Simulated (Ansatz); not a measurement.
Predict the output of the script below (Ansatz's Python interface).

The script, `sym_mgmop2o7.py`:
```python
"""Orbits, cells and special points of MgMoP2O7."""

import ansatz as az
import numpy as np

cell = (
    az.Lattice.of((5.019313, 0.0, 0.0), (-0.648372, 5.219279, 0.0), (-0.198927, -1.659371, 5.751687))
    .atom("Mg", (0.444192, 0.272678, 0.794874))
    .atom("Mo", (0.024095, 0.851429, 0.109592))
    .atom("P", (0.419959, 0.756023, 0.668797))
    .atom("P", (0.597191, 0.317967, 0.247443))
    .atom("O", (0.528347, 0.488852, 0.506241))
    .atom("O", (0.243544, 0.904117, 0.550474))
    .atom("O", (0.666261, 0.951812, 0.786524))
    .atom("O", (0.266561, 0.60837, 0.831302))
    .atom("O", (0.320204, 0.201858, 0.111259))
    .atom("O", (0.76248, 0.125184, 0.312172))
    .atom("O", (0.727169, 0.497751, 0.10529))
)

built = cell.resolved()
vectors = np.array(built.lattice.vectors)
print("cell vectors (A)")
print(vectors.round(4) + 0.0)
for index, site in enumerate(built.sites):
    print(index, site.symbol, np.round(site.position, 4) + 0.0)
```

Output of `python sym_mgmop2o7.py`:
```text
cell vectors (A)
[[ 5.0193  0.      0.    ]
 [-0.6484  5.2193  0.    ]
 [-0.1989 -1.6594  5.7517]]
0 Mg [0.4442 0.2727 0.7949]
1 Mo [0.0241 0.8514 0.1096]
2 P [0.42   0.756  0.6688]
3 P [0.5972 0.318  0.2474]
4 O [0.5283 0.4889 0.5062]
5 O [0.2435 0.9041 0.5505]
6 O [0.6663 0.9518 0.7865]
7 O [0.2666 0.6084 0.8313]
8 O [0.3202 0.2019 0.1113]
9 O [0.7625 0.1252 0.3122]
10 O [0.7272 0.4978 0.1053]
```

The structure comes from a database and needn't be a stable phase.
